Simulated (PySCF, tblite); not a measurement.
# C8H11N: vibronic structure

What do calculations give for the vibronic structure of C8H11N (`C=C/C=C\C(N)=C\C=C`)?

Computed with tblite 0.8.0 and PySCF 2.14.0 and routines of our own; the level stands in each step. Atoms count from 0.

### 1 The starting structure

20 atoms, charge 0, multiplicity 1; geometry from: force field or distance geometry start.

### 2 Relaxing the molecule with GFN2-xTB

The job: settings as JSON, then the geometry in Å.

```
{"job": {"kind": "relax", "xc": "GFN2-xTB", "basis": "xTB"}, "charge": 0, "multiplicity": 1}
C      3.726000     0.588900    -1.125200
C      2.461200     0.426900    -0.737000
C      1.560500    -0.158000    -1.682000
C      0.297800    -0.378700    -1.468200
C     -0.414700    -0.119700    -0.221300
N      0.118000     0.443600     0.947700
C     -1.698300    -0.427100    -0.205600
C     -2.468400    -0.180700     1.012300
C     -3.747000    -0.504200     1.021300
H      4.077900     0.327000    -2.098200
H      4.432200     1.026200    -0.419100
H      2.238400     0.727000     0.277300
H      1.947200    -0.413300    -2.669500
H     -0.273200    -0.834100    -2.297100
H      0.096500     1.512300     1.033500
H      0.521500    -0.145500     1.720600
H     -2.230300    -0.862900    -1.032700
H     -2.056300     0.239600     1.905100
H     -4.264700    -0.941100     0.158100
H     -4.329500    -0.315600     1.935100
```

On the command line:

```
$ OMP_NUM_THREADS=1 python excited_run.py task.json out
```

One launch serves the whole session: the jobs run in the order shown.

What it wrote:

```text
step      E/eV     max force
  0    -694.07349    2.523
  1    -694.34273    1.736
  2    -694.44743    1.382
  3    -694.53588    0.843
  4    -694.62057    0.906
  5    -694.68760    0.956
  6    -694.73057    0.799
  7    -694.76731    0.463
  8    -694.79849    0.393
  9    -694.81770    0.390
 10    -694.84123    0.507
 11    -694.86336    0.387
 12    -694.88316    0.333
 13    -694.89655    0.253
 14    -694.90618    0.320
 15    -694.91390    0.281
 16    -694.91936    0.230
 17    -694.92313    0.153
 18    -694.92618    0.135
 19    -694.92891    0.139
 20    -694.93138    0.116
 21    -694.93285    0.118
 22    -694.93393    0.102
 23    -694.93490    0.081
 24    -694.93576    0.083
 25    -694.93645    0.072
 26    -694.93700    0.066
 27    -694.93749    0.051
 28    -694.93795    0.049
 29    -694.93842    0.053
 30    -694.93894    0.062
 31    -694.93954    0.057
 32    -694.94017    0.057
 33    -694.94081    0.064
 34    -694.94150    0.065
 35    -694.94228    0.079
 36    -694.94324    0.086
 37    -694.94447    0.119
 38    -694.94610    0.139
 39    -694.94825    0.127
 40    -694.95097    0.155
 41    -694.95436    0.188
 42    -694.95945    0.228
 43    -694.96861    0.270
 44    -694.98259    0.424
 45    -694.94504    1.232
 46    -694.93959    1.530
 47    -695.01369    0.896
 48    -695.00042    1.779
 49    -695.04195    0.302
 50    -695.05399    0.319
 51    -695.07454    0.705
 52    -695.09299    0.362
 53    -695.11233    0.408
 54    -695.12221    0.262
 55    -695.12968    0.412
 56    -695.13604    0.160
 57    -695.14205    0.135
 58    -695.14494    0.129
 59    -695.14868    0.131
 60    -695.15218    0.140
 61    -695.15573    0.115
 62    -695.15833    0.103
 63    -695.16023    0.082
 64    -695.16181    0.104
 65    -695.16333    0.093
 66    -695.16462    0.091
 67    -695.16558    0.099
 68    -695.16659    0.101
 69    -695.16795    0.111
 70    -695.17011    0.095
 71    -695.17151    0.072
 72    -695.17298    0.075
 73    -695.17428    0.088
 74    -695.17617    0.105
 75    -695.17881    0.130
 76    -695.18167    0.133
 77    -695.18419    0.131
 78    -695.18611    0.113
 79    -695.18772    0.081
 80    -695.18968    0.091
 81    -695.19211    0.088
 82    -695.19420    0.090
 83    -695.19602    0.089
 84    -695.19741    0.126
 85    -695.19860    0.149
 86    -695.19952    0.102
 87    -695.20090    0.094
 88    -695.20203    0.101
 89    -695.20349    0.101
 90    -695.20477    0.078
 91    -695.20610    0.084
 92    -695.20755    0.101
 93    -695.20932    0.104
 94    -695.21090    0.104
 95    -695.21198    0.083
 96    -695.21279    0.062
 97    -695.21337    0.057
 98    -695.21399    0.066
 99    -695.21476    0.079
100    -695.21577    0.084
101    -695.21664    0.067
102    -695.21720    0.062
103    -695.21757    0.056
104    -695.21805    0.058
105    -695.21867    0.058
106    -695.21938    0.059
107    -695.22007    0.057
108    -695.22076    0.051
109    -695.22147    0.063
110    -695.22209    0.055
111    -695.22250    0.048
112    -695.22282    0.040
113    -695.22315    0.037
114    -695.22354    0.040
115    -695.22392    0.049
116    -695.22426    0.051
117    -695.22466    0.053
118    -695.22521    0.051
119    -695.22571    0.041
120    -695.22596    0.028
121    -695.22606    0.021
122    -695.22613    0.019
123    -695.22624    0.020
124    -695.22635    0.019
125    -695.22645    0.022
126    -695.22655    0.022
127    -695.22667    0.023
128    -695.22685    0.035
129    -695.22715    0.036
130    -695.22757    0.049
131    -695.22802    0.045
132    -695.22839    0.036
133    -695.22868    0.040
134    -695.22896    0.042
135    -695.22927    0.047
136    -695.22958    0.048
137    -695.22989    0.042
138    -695.23025    0.043
139    -695.23079    0.064
140    -695.23163    0.089
141    -695.23272    0.100
142    -695.23376    0.079
143    -695.23457    0.083
144    -695.23509    0.086
145    -695.23552    0.069
146    -695.23583    0.036
147    -695.23591    0.058
148    -695.23607    0.025
149    -695.23613    0.026
150    -695.23622    0.021
151    -695.23629    0.018
152    -695.23634    0.015
153    -695.23638    0.014
154    -695.23642    0.014
155    -695.23647    0.014
156    -695.23652    0.014
157    -695.23655    0.013
158    -695.23658    0.011
159    -695.23660    0.012
160    -695.23662    0.012
161    -695.23664    0.013
162    -695.23667    0.013
163    -695.23672    0.015
164    -695.23677    0.018
165    -695.23684    0.020
166    -695.23693    0.019
167    -695.23703    0.019
168    -695.23713    0.018
169    -695.23721    0.016
170    -695.23726    0.014
171    -695.23730    0.012
172    -695.23733    0.010
173    -695.23735    0.008
```

Wall time 1.2 s (1 thread of Arm Neoverse V1, shared host); peak memory 0.18 GiB.

Along the way: (not every step is listed)

```tsv
step	energy from step 0 (eV)	largest force (eV/Å)
0	0.0000	2.5232
1	-0.2692	1.7359
2	-0.3739	1.3818
3	-0.4624	0.8433
4	-0.5471	0.9061
5	-0.6141	0.9559
6	-0.6571	0.7989
7	-0.6938	0.4629
8	-0.7250	0.3932
24	-0.8623	0.0835
40	-0.8775	0.1555
56	-1.0625	0.1595
72	-1.0995	0.0752
88	-1.1285	0.1005
104	-1.1446	0.0583
120	-1.1525	0.0275
136	-1.1561	0.0479
152	-1.1629	0.0153
168	-1.1636	0.0175
169	-1.1637	0.0156
170	-1.1638	0.0140
171	-1.1638	0.0124
172	-1.1638	0.0099
173	-1.1639	0.0078
```

Distances of close pairs at the start and the end, largest changes first:

```tsv
bond	before (Å)	after (Å)	change (Å)
N5–H14	1.072	1.008	-0.064
C2–C3	1.300	1.346	+0.046
N5–H15	1.052	1.008	-0.044
C4–C6	1.320	1.361	+0.041
C6–C7	1.462	1.432	-0.030
C8–H19	1.100	1.076	-0.024
C3–H13	1.105	1.082	-0.022
C8–H18	1.097	1.077	-0.020
```

The final coordinates are the input of the step that follows.

### 3 Harmonic vibrations with GFN2-xTB

The job: settings as JSON, then the geometry in Å.

```
{"job": {"kind": "ir", "xc": "GFN2-xTB", "basis": "xTB"}, "charge": 0, "multiplicity": 1}
C      3.886811     0.313954    -1.055792
C      2.610174     0.137095    -0.718788
C      1.554232     0.017384    -1.692735
C      0.228185    -0.030052    -1.467621
C     -0.487511     0.156936    -0.219140
N      0.151485     0.842571     0.799783
C     -1.730381    -0.382993    -0.087355
C     -2.578810    -0.306181     1.063405
C     -3.767870    -0.907417     1.145131
H      4.190603     0.412439    -2.085614
H      4.668215     0.374332    -0.318198
H      2.338108     0.032160     0.321805
H      1.892126    -0.091271    -2.716681
H     -0.415289    -0.235441    -2.313463
H      0.793113     1.557634     0.494767
H     -0.445985     1.131844     1.558290
H     -2.116848    -0.956363    -0.917501
H     -2.234993     0.275960     1.910359
H     -4.149405    -1.507527     0.336121
H     -4.391107    -0.824386     2.018178
```

What it wrote:

```text
mode    cm-1     km/mol
  1      39.2      0.17
  2      90.3      0.56
  3     120.4      0.35
  4     152.9      0.47
  5     175.1      0.88
  6     220.3      9.12
  7     292.1      1.13
  8     311.9      1.38
  9     355.0      2.13
 10     408.5      2.63
 11     435.8     24.53
 12     509.3     18.38
 13     541.1      2.75
 14     639.9     88.67
 15     655.3     50.59
 16     671.2    140.52
 17     716.1     15.11
 18     806.7      1.57
 19     823.2     26.07
 20     855.2      9.02
 21     880.5     10.28
 22     887.2      2.10
 23     919.8      4.85
 24     936.9      0.57
 25     977.1      0.85
 26     997.5     17.80
 27    1033.5     16.51
 28    1076.6     24.94
 29    1134.5      4.35
 30    1181.5      4.98
 31    1232.5      6.37
 32    1262.3      2.15
 33    1278.4      3.55
 34    1300.1      5.08
 35    1363.7      1.00
 36    1380.6     47.75
 37    1419.7      6.26
 38    1425.2      5.18
 39    1492.7     47.07
 40    1592.2     61.30
 41    1619.0     43.72
 42    1644.4     33.12
 43    1649.8     22.75
 44    3032.6     43.54
 45    3039.2     16.79
 46    3059.8     31.92
 47    3080.8      5.29
 48    3081.3     53.30
 49    3097.0     32.52
 50    3104.5     24.38
 51    3130.0     46.77
 52    3132.6     66.95
 53    3449.0      1.68
 54    3498.6      0.35
```

Run time: 0.75 s. Hardware: 1 thread of Arm Neoverse V1, shared host; peak memory 0.18 GiB.

Which atoms move in the most intense modes:

```tsv
cm⁻¹	km/mol	atoms
640	88.7	H19 18 %, C7 15 %, H18 14 %, H14 14 %
655	50.6	H10 12 %, C7 10 %
671	140.5	C4 19 %, N5 13 %, H15 13 %, H14 10 %
1381	47.8	C4 30 %
1493	47.1	H14 40 %, H15 34 %, N5 12 %
1592	61.3	C4 32 %, C6 24 %, C3 13 %, C2 10 %
3081	53.3	H16 60 %, H11 25 %
3133	67.0	H19 64 %, H18 26 %
```

### 4 Vibronic structure: TDA B3LYP/6-31G*

Settings changed since step 3:

```diff
@@ -1,2 +1,2 @@
-{"job": {"kind": "ir", "xc": "GFN2-xTB", "basis": "xTB"}, "charge": 0, "multiplicity": 1}
+{"job": {"kind": "vib", "xc": "B3LYP", "basis": "6-31G*", "tda": true}, "charge": 0, "multiplicity": 1}
 C      3.886811     0.313954    -1.055792
```

With the program's defaults for keys left out, this is: TDA B3LYP/6-31G* vertical-gradient vibronic structure (displaced harmonic oscillators, Condon), gas phase.

What it wrote:

```text
final grid: 73752 points
cycle   1  E = -366.0536211264  dE =  1.239e+00  |g| = 5.578e-01  |ddm| = 4.329e+00
cycle   2  E = -366.0347334436  dE =  1.889e-02  |g| = 6.186e-01  |ddm| = 1.312e+00
cycle   3  E = -366.1334001507  dE = -9.867e-02  |g| = 1.646e-01  |ddm| = 8.189e-01
cycle   4  E = -366.1411224213  dE = -7.722e-03  |g| = 3.985e-02  |ddm| = 2.318e-01
cycle   5  E = -366.1414824968  dE = -3.601e-04  |g| = 1.883e-02  |ddm| = 5.477e-02
cycle   6  E = -366.1415662128  dE = -8.372e-05  |g| = 3.050e-03  |ddm| = 1.799e-02
cycle   7  E = -366.1415680738  dE = -1.861e-06  |g| = 1.474e-03  |ddm| = 3.783e-03
cycle   8  E = -366.1415686480  dE = -5.742e-07  |g| = 1.834e-04  |ddm| = 1.608e-03
cycle   9  E = -366.1415686536  dE = -5.556e-09  |g| = 1.436e-04  |ddm| = 3.300e-04
cycle  10  E = -366.1415686593  dE = -5.771e-09  |g| = 2.986e-05  |ddm| = 1.805e-04
cycle  11  E = -366.1415686596  dE = -2.769e-10  |g| = 6.966e-06  |ddm| = 4.930e-05
converged SCF energy = -366.1415686596

Singlet excitations (eV, f): 3.844 (0.6200)  4.949 (0.9864)  5.497 (0.0179)  5.899 (0.0240)  6.204 (0.1991)  6.454 (0.1244)

State S1  3.8438 eV  f = 0.61996  H->L 0.78, H->L+1 0.11, H-1->L 0.08
  relaxed dipole 5.831 D, largest gradient of the excitation energy 0.0478 Eh/bohr
  mode    cm-1        S   lambda/meV  Raman
    6    220.3    5.4963     150.1   0.272
   16    671.2    1.0409      86.6   0.479
    2     90.3    6.9709      78.0   0.058
   40   1592.2    0.3864      76.3   1.000
   14    639.9    0.7873      62.5   0.329
    5    175.1    2.7943      60.7   0.087
   17    716.1    0.5033      44.7   0.263
   11    435.8    0.7520      40.6   0.146
   10    408.5    0.6851      34.7   0.117
   43   1649.8    0.1148      23.5   0.319
   38   1425.2    0.0612      10.8   0.127
    3    120.4    0.5738       8.6   0.008
  reorganisation energy 0.7473 eV, total S 20.964, 0-0 3.0965 eV

State S2  4.9490 eV  f = 0.98641  H-1->L 0.50, H->L+1 0.28, H->L 0.16
  relaxed dipole 5.689 D, largest gradient of the excitation energy 0.0526 Eh/bohr
  mode    cm-1        S   lambda/meV  Raman
   40   1592.2    0.5089     100.5   1.000
   16    671.2    0.4931      41.0   0.172
   41   1619.0    0.1120      22.5   0.227
   43   1649.8    0.1083      22.1   0.228
    8    311.9    0.5402      20.9   0.041
    3    120.4    1.2129      18.1   0.014
    7    292.1    0.4198      15.2   0.028
   23    919.8    0.1234      14.1   0.081
   39   1492.7    0.0571      10.6   0.099
   31   1232.5    0.0632       9.7   0.074
   13    541.1    0.1406       9.4   0.032
    5    175.1    0.4146       9.0   0.010
  reorganisation energy 0.3738 eV, total S 5.748, 0-0 4.5752 eV
  absorption maximum 4.871 eV, width 0.534 eV

State S5  6.2041 eV  f = 0.19908  H-2->L 0.38, H->L+3 0.21, H-1->L+1 0.17
  relaxed dipole 3.509 D, largest gradient of the excitation energy 0.0394 Eh/bohr
  mode    cm-1        S   lambda/meV  Raman
    6    220.3    2.0679      56.5   0.171
   40   1592.2    0.2315      45.7   1.000
    2     90.3    2.7937      31.3   0.039
   16    671.2    0.2236      18.6   0.172
   42   1644.4    0.0849      17.3   0.391
   14    639.9    0.1465      11.6   0.102
    5    175.1    0.5292      11.5   0.028
   17    716.1    0.1046       9.3   0.091
   43   1649.8    0.0436       8.9   0.202
   11    435.8    0.1570       8.5   0.051
   34   1300.1    0.0490       7.9   0.141
   13    541.1    0.0955       6.4   0.048
  reorganisation energy 0.2828 eV, total S 7.207, 0-0 5.9214 eV
  absorption maximum 6.107 eV, width 0.392 eV

State T1  2.0497 eV  f = 0.00000  H->L 0.93
  relaxed dipole 2.422 D, largest gradient of the excitation energy 0.0892 Eh/bohr
  mode    cm-1        S   lambda/meV  Raman
   40   1592.2    1.5367     303.4   1.000
   39   1492.7    0.1978      36.6   0.113
   31   1232.5    0.2372      36.2   0.092
    8    311.9    0.8951      34.6   0.022
    7    292.1    0.7494      27.1   0.016
   12    509.3    0.2667      16.8   0.018
   23    919.8    0.1320      15.0   0.029
   34   1300.1    0.0799      12.9   0.035
    5    175.1    0.5711      12.4   0.004
   13    541.1    0.1791      12.0   0.013
   22    887.2    0.0910      10.0   0.018
   32   1262.3    0.0546       8.5   0.022
  reorganisation energy 0.6132 eV, total S 6.502, 0-0 1.4366 eV
  absorption maximum 2.027 eV, width 0.748 eV
```

Run time: 33 s. Hardware: 1 thread of Arm Neoverse V1, shared host; peak memory 0.85 GiB.

### 5 Vibronic structure: TDA HCTH407/6-31G*

Settings changed since step 4:

```diff
@@ -1,2 +1,2 @@
-{"job": {"kind": "vib", "xc": "B3LYP", "basis": "6-31G*", "tda": true}, "charge": 0, "multiplicity": 1}
+{"job": {"kind": "vib", "xc": "HCTH407", "basis": "6-31G*", "tda": true}, "charge": 0, "multiplicity": 1}
 C      3.886811     0.313954    -1.055792
```

Method: TDA HCTH407/6-31G* vertical-gradient vibronic structure (displaced harmonic oscillators, Condon), gas phase.

What it wrote:

```text
final grid: 73752 points
cycle   1  E = -365.9793341541  dE =  9.879e-01  |g| = 6.853e-01  |ddm| = 4.343e+00
cycle   2  E = -365.8595953221  dE =  1.197e-01  |g| = 9.220e-01  |ddm| = 2.062e+00
cycle   3  E = -366.0772815653  dE = -2.177e-01  |g| = 3.283e-01  |ddm| = 1.503e+00
cycle   4  E = -366.1146281518  dE = -3.735e-02  |g| = 5.925e-02  |ddm| = 4.903e-01
cycle   5  E = -366.1152410789  dE = -6.129e-04  |g| = 3.751e-02  |ddm| = 9.602e-02
cycle   6  E = -366.1155857503  dE = -3.447e-04  |g| = 8.043e-03  |ddm| = 3.888e-02
cycle   7  E = -366.1155986273  dE = -1.288e-05  |g| = 4.245e-03  |ddm| = 1.135e-02
cycle   8  E = -366.1156034602  dE = -4.833e-06  |g| = 6.143e-04  |ddm| = 4.772e-03
cycle   9  E = -366.1156034510  dE =  9.138e-09  |g| = 6.135e-04  |ddm| = 1.369e-03
cycle  10  E = -366.1156035735  dE = -1.224e-07  |g| = 8.023e-05  |ddm| = 7.931e-04
cycle  11  E = -366.1156035752  dE = -1.732e-09  |g| = 2.968e-05  |ddm| = 1.001e-04
cycle  12  E = -366.1156035754  dE = -2.186e-10  |g| = 7.980e-06  |ddm| = 3.903e-05
converged SCF energy = -366.1156035754

Singlet excitations (eV, f): 3.369 (0.3252)  4.586 (0.9576)  4.901 (0.0263)  5.407 (0.1421)  5.663 (0.3334)  5.885 (0.1050)

State S1  3.3686 eV  f = 0.32521  H->L 0.65, H->L+1 0.20, H-1->L 0.13
  relaxed dipole 5.367 D, largest gradient of the excitation energy 0.0494 Eh/bohr
  mode    cm-1        S   lambda/meV  Raman
    6    220.3    6.0409     165.0   0.586
    2     90.3    8.3327      93.3   0.136
   16    671.2    1.1097      92.3   1.000
    5    175.1    3.5768      77.7   0.219
   14    639.9    0.7245      57.5   0.593
   17    716.1    0.4947      43.9   0.508
   10    408.5    0.8191      41.5   0.273
   43   1649.8    0.1731      35.4   0.942
   11    435.8    0.6522      35.2   0.248
   40   1592.2    0.1261      24.9   0.640
    9    355.0    0.2996      13.2   0.076
    3    120.4    0.8114      12.1   0.024
  reorganisation energy 0.7574 eV, total S 23.860, 0-0 2.6112 eV

State S2  4.5857 eV  f = 0.95756  H-1->L 0.41, H->L 0.22, H->L+1 0.17
  relaxed dipole 6.101 D, largest gradient of the excitation energy 0.0402 Eh/bohr
  mode    cm-1        S   lambda/meV  Raman
   16    671.2    0.5463      45.5   0.452
   40   1592.2    0.2149      42.4   1.000
    3    120.4    1.9246      28.7   0.051
    8    311.9    0.4860      18.8   0.087
   43   1649.8    0.0873      17.9   0.436
   41   1619.0    0.0790      15.8   0.380
   14    639.9    0.1820      14.4   0.137
    6    220.3    0.4954      13.5   0.044
   11    435.8    0.2019      10.9   0.070
    7    292.1    0.2125       7.7   0.033
   23    919.8    0.0632       7.2   0.098
   17    716.1    0.0801       7.1   0.075
  reorganisation energy 0.2960 eV, total S 5.760, 0-0 4.2896 eV
  absorption maximum 4.520 eV, width 0.432 eV

State S5  5.6627 eV  f = 0.33336  H-1->L+1 0.25, H->L+2 0.17, H->L+1 0.15
  relaxed dipole 1.380 D, largest gradient of the excitation energy 0.0292 Eh/bohr
  mode    cm-1        S   lambda/meV  Raman
    3    120.4    4.4238      66.0   0.061
   53   3449.0    0.0877      37.5   1.000
    6    220.3    0.8985      24.5   0.042
   26    997.5    0.1237      15.3   0.118
   34   1300.1    0.0945      15.2   0.153
   40   1592.2    0.0679      13.4   0.165
    2     90.3    0.8876       9.9   0.007
   43   1649.8    0.0447       9.1   0.117
    4    152.9    0.4764       9.0   0.011
    5    175.1    0.4103       8.9   0.012
   10    408.5    0.1725       8.7   0.028
   54   3498.6    0.0197       8.5   0.231
  reorganisation energy 0.2774 eV, total S 8.253, 0-0 5.3852 eV
  absorption maximum 5.557 eV, width 0.316 eV

State T1  1.9349 eV  f = 0.00000  H->L 0.97
  relaxed dipole 2.972 D, largest gradient of the excitation energy 0.0763 Eh/bohr
  mode    cm-1        S   lambda/meV  Raman
   40   1592.2    1.1003     217.2   1.000
   39   1492.7    0.1494      27.7   0.119
   31   1232.5    0.1701      26.0   0.093
    8    311.9    0.6535      25.3   0.023
    7    292.1    0.5813      21.1   0.018
    6    220.3    0.5711      15.6   0.010
   12    509.3    0.1982      12.5   0.018
   23    919.8    0.1030      11.7   0.031
   14    639.9    0.1416      11.2   0.021
   13    541.1    0.1494      10.0   0.016
   34   1300.1    0.0595       9.6   0.036
   17    716.1    0.0957       8.5   0.018
  reorganisation energy 0.4788 eV, total S 5.150, 0-0 1.4561 eV
  absorption maximum 1.904 eV, width 0.634 eV
```

Wall time 38 s (1 thread of Arm Neoverse V1, shared host); peak memory 0.8 GiB.

### 6 Results

| quantity | value |
| --- | --- |
| strongest single infrared mode (GFN2-xTB) | 671 cm⁻¹, 141 km/mol |
| zero-point energy (GFN2-xTB) | 103.2 kcal/mol |
| S1: vertical, reorganisation, 0-0, total S (step 4, TDA B3LYP/6-31G*, modes from GFN2-xTB) | 3.84, 0.75, 3.10 eV; 21.0 |
| S2: vertical, reorganisation, 0-0, total S (step 4, TDA B3LYP/6-31G*, modes from GFN2-xTB) | 4.95, 0.37, 4.58 eV; 5.7 |
| S5: vertical, reorganisation, 0-0, total S (step 4, TDA B3LYP/6-31G*, modes from GFN2-xTB) | 6.20, 0.28, 5.92 eV; 7.2 |
| S1: vertical, reorganisation, 0-0, total S (step 5, TDA HCTH407/6-31G*, modes from GFN2-xTB) | 3.37, 0.76, 2.61 eV; 23.9 |
| S2: vertical, reorganisation, 0-0, total S (step 5, TDA HCTH407/6-31G*, modes from GFN2-xTB) | 4.59, 0.30, 4.29 eV; 5.8 |
| S5: vertical, reorganisation, 0-0, total S (step 5, TDA HCTH407/6-31G*, modes from GFN2-xTB) | 5.66, 0.28, 5.39 eV; 8.3 |

**Reading.** All 54 modes are real, so the xTB geometry is a minimum. The strongest single mode, at 671 cm⁻¹, has its largest shares on C4, N5, H15 and H14 (the list is cut at 4 atoms). GFN2-xTB is a fitted tight-binding method: band positions and strengths are rough. Its intensities can rank the bands wrongly. In steps 4, 5 the harmonic model is doubtful. Where the total S runs above about 15, the geometry moves far on excitation and the harmonic model is stretched, so its 0-0 value is in doubt. The vibronic model keeps the ground-state modes (from xTB) and shifts them along the gradient alone, so it can miss much of the relaxation that a full optimisation finds.
